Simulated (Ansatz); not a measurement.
The system is HfB.

```
CELL_PARAMETERS angstrom
0.00000 2.31000 2.31000
2.31000 0.00000 2.31000
2.31000 2.31000 0.00000
ATOMIC_POSITIONS crystal
Hf 0.50000 0.50000 0.50000
B 0.00000 0.00000 0.00000
```

Base run:

| Item | Value |
| --- | --- |
| Program | Ansatz 0.2.0 |
| Functional | PBE |
| Potentials or basis | all-electron LAPW, scalar-relativistic |
| Cutoff | 282 eV |
| Density cutoff | 1128 eV |
| Basis error allowed | 0.001 eV/atom |
| k mesh | 10 × 10 × 10 |
| Occupations | fermi-dirac, width 0.05 eV |
| Spin | no spin polarisation |

Its results: pressure 29.6 GPa.

Task: The run is repeated on the same cell with these changes: functional from PBE to LDA. What comes out?

Result: Pressure 18.0 GPa.

LDA binds more tightly than PBE, so the same cell stands under less pressure.

Caveats: a pressure of tens of GPa on the cell as given is suspect, and the run, the potentials or the cell itself is likely at fault (some runs).

Not every run made on this cell is shown here.
